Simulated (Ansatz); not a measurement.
# Mg, space group P6/mmm: a check of PAW against all-electron LAPW

Program: Ansatz 0.2.0, Python API.

Typed at the interpreter:
```pycon
>>> import ansatz
>>> import numpy as np
>>> SETTINGS = {
...     'functional': 'pbesol',
...     'kmesh': (10, 10, 9),
...     'occupations': 'Gaussian',
...     'width_ev': 0.1,
... }
>>> def count_gap(report):
...     # lowest empty less highest filled band, counting bands; zero where they overlap
...     return max(report.get('gap_by_band_count_ev') or 0.0, 0.0)
...
>>> vectors = np.array([
...     [3.0503, 0.0, 0.0],
...     [-1.52515, 2.641637, 0.0],
...     [0.0, 0.0, 3.044838],
... ])
>>> structure = ansatz.Lattice.of(vectors).atom('Mg', [0.0, 0.0, 0.0])
>>> calc = (
...     structure.calculation()
...     .functional(SETTINGS['functional'])
...     .kpoints(*SETTINGS['kmesh'], center='gamma')
...     .occupations(SETTINGS['occupations'], width=SETTINGS['width_ev'])  # the run then minimises F = E - TS
...     .stress()  # positive in compression
...     .forces()
...     .band_table()  # levels at the mesh points
... )
>>> variants = {
...     'PAW': calc.pseudopotentials('paw'),
...     'LAPW': calc.pseudopotentials('all_electron', lapw=True),
... }
>>> # totals differ by the cores that each treatment holds, so compare what does not depend on them
>>> rows = []
>>> for label, variant in variants.items():
...     r = variant.run(threads=1).report
...     levels = np.array(r['eigenvalues_ev'][0]) - r['fermi_energy_ev']
...     print(label, 'levels at the first k-point near E_F:', np.round(levels[np.abs(levels) < 5], 3))
...     rows.append((label, r['n_electrons'], np.trace(r['stress_gpa']) / 3, count_gap(r)))
...
DeckWarning: basis.ecutwfc = 420 eV, auto-derived from the records' recommended cutoffs: set by Mg (normal level)
PAW levels at the first k-point near E_F: []
LAPW levels at the first k-point near E_F: []
>>> print('     treatment  electrons in bands           P GPa  gap by band count eV')
     treatment  electrons in bands           P GPa  gap by band count eV
>>> for row in rows:
...     print(f'{str(row[0]):>14s}  {row[1]:18.1f}  {row[2]:14.3f}  {row[3]:20.3f}')
...
           PAW                10.0           0.548                 0.000
          LAPW                10.0           0.530                 0.000
```

PAW gives 0.548 GPa and LAPW 0.530 GPa, 0.018 GPa apart. They took 1.8 and 4.4 s of processor time.

Caveats:
- The computed bands are complete only to about 6.0 eV above the Fermi level.
- The mesh is modest for a metal, so energies can be off by several to tens of meV an atom and pressures by half a GPa or more; differences at equal mesh fare better.
- A gap by band count of zero or less means overlapping bands, a metal.
- This isn't the structure that Mg takes at ambient conditions.
- Levels are Kohn-Sham eigenvalues on this mesh.
- Warnings are shown shortened and without file and line.
- Pressure is positive in compression; the treatments may keep other shells as core, so totals and counts of electrons can differ.
- It ran for 7.2 s on 1 thread of Arm Neoverse N1, on a shared host, peak memory 0.35 GiB.
